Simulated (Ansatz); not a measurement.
# CH5BN2O: one species, many methods

How much do the methods differ for CH5BN2O? The plan is to run it at one geometry with functionals of several rungs and with coupled cluster. The yardstick is the atomisation energy at the CCSD(T) limit.

Method: functionals in def2-TZVPP, the program's frozen cores in correlated methods; program: Ansatz 0.2.0, Gaussian basis.

Plan: LDA (SPW92), PBE-D4, revPBE-D4, BLYP-D4, r2SCAN-D4, B97M-V, PBE0-D4, B3LYP-D4, r2SCANh-D4, r2SCAN0-D4, HSE06-D4, BHLYP-D4, CAM-B3LYP-D4, LC-ωPBE, ωB97X-V, ωB97M-V, B2PLYP, PBE-QIDH; CCSD(T)/def2-SVP; CCSD(T)/def2-TZVPP; MP2/def2-QZVPP; extrapolation to the limit; RPA on PBE.

### Step 1. Structure used throughout

The geometry comes from an earlier relaxation with PBE0-D4 in a triple-zeta def2 set; it is a stationary point, not always the lowest conformer.

SMILES `N=C(O)BN`, 10 atoms, charge 0, spin multiplicity 1.

Atoms are counted from 1 here; the program's logs count them from 0.

Bond lengths: N1–C2 1.268 Å, N1–H6 1.016 Å, C2–O3 1.354 Å, C2–B4 1.581 Å, O3–H7 0.968 Å, B4–N5 1.379 Å, B4–H8 1.196 Å, N5–H9 1.005 Å, N5–H10 1.008 Å. Angles: C2–N1–H6 110.2°, N1–C2–O3 118.5°, N1–C2–B4 127.2°, O3–C2–B4 114.3°, C2–O3–H7 106.5°, C2–B4–N5 119.0°, C2–B4–H8 120.0°, N5–B4–H8 121.0°, B4–N5–H9 123.9°, B4–N5–H10 121.4°, H9–N5–H10 114.6°.

### Step 2. LDA

This LDA is Slater exchange with PW92 correlation.

in.yaml reads:

```yaml
crystal:
  periodic: [false, false, false]
  atoms:
    - {symbol: N, position_ang: [-0.406169, -1.670019, 1.102743]}
    - {symbol: C, position_ang: [0.119120, -0.693893, 0.486131]}
    - {symbol: O, position_ang: [1.464527, -0.550037, 0.531067]}
    - {symbol: B, position_ang: [-0.625732, 0.415643, -0.358125]}
    - {symbol: N, position_ang: [0.117773, 1.408839, -0.961065]}
    - {symbol: H, position_ang: [-1.415219, -1.656480, 0.985285]}
    - {symbol: H, position_ang: [1.802087, -1.279926, 1.070375]}
    - {symbol: H, position_ang: [-1.816305, 0.385158, -0.465918]}
    - {symbol: H, position_ang: [-0.278544, 2.149280, -1.513388]}
    - {symbol: H, position_ang: [1.121463, 1.440335, -0.874205]}
basis:
  gaussian: {orbitals: def2-TZVPP}
hamiltonian: {xc: lda}
output: {orbitals: {seedname: orbitals}}
```

Started as:

```console
$ ansatz run in.yaml --threads 2 --pin off --events-out ev --progress --plain --max-ram 4352MiB
```

Further steps of the session: PBE-D4 (GGA); revPBE-D4 (GGA); BLYP-D4 (GGA); r2SCAN-D4 (meta-GGA); B97M-V (meta-GGA); PBE0-D4 (hybrid); B3LYP-D4 (hybrid); r2SCANh-D4 (hybrid); r2SCAN0-D4 (hybrid); HSE06-D4 (hybrid); BHLYP-D4 (hybrid); CAM-B3LYP-D4 (range-separated); LC-ωPBE (range-separated); ωB97X-V (range-separated); ωB97M-V (range-separated); B2PLYP (double hybrid); PBE-QIDH (double hybrid); CCSD(T) in def2-SVP; CCSD(T) in def2-TZVPP; MP2 in def2-QZVPP; RPA on PBE orbitals.

**Question.** What will the summary of the whole plan be? Wanted: atomisation energy, CCSD(T)/CBS; farthest beyond LDA; mean size of error, GGA; mean size of error, meta-GGA; mean size of error, hybrid; mean size of error, range-separated; mean size of error, double hybrid; gap, smallest and largest; T1 diagnostic.

The runs gave:

| quantity | value |
| --- | --- |
| atomisation energy, CCSD(T)/CBS | 41.067 eV |
| functionals within 0.205 eV (0.5 %) | r2SCAN-D4, B97M-V, LC-ωPBE, B2PLYP |
| farthest beyond LDA | PBE-D4 (+1.669 eV) |
| mean size of error, GGA | 0.934 eV |
| mean size of error, meta-GGA | 0.177 eV |
| mean size of error, hybrid | 0.597 eV |
| mean size of error, range-separated | 0.362 eV |
| mean size of error, double hybrid | 0.216 eV |
| gap, smallest and largest | 4.12 eV (LDA (SPW92)), 11.91 eV (LC-ωPBE) |
| T1 diagnostic | 0.0143 |
| triples share of the correlation energy | 4.1 % |

**Reading.** LDA overbinds by 7.161 eV (17 %). PBE-D4 misses by +1.669 eV. Double hybrids carry the basis error of their MP2 part in triple zeta, and no dispersion term here, so their miss is partly the set-up's. Taken by rung, meta-GGA functionals do best (0.177 eV on average) and GGA ones worst beyond LDA (0.934 eV). The gap between the best rungs is small, so their order is not settled. The reference freezes the cores and leaves out relativity and excitations past (T), so misses under about 0.205 eV can't be ranked. Hartree-Fock recovers 68 % of the binding; the rest is correlation. CCSD(T) in def2-SVP is off by -2.446 eV, which most functionals beat. The gap grows from 4.1 to 11.9 eV across the functionals, mostly with the share of exact exchange.
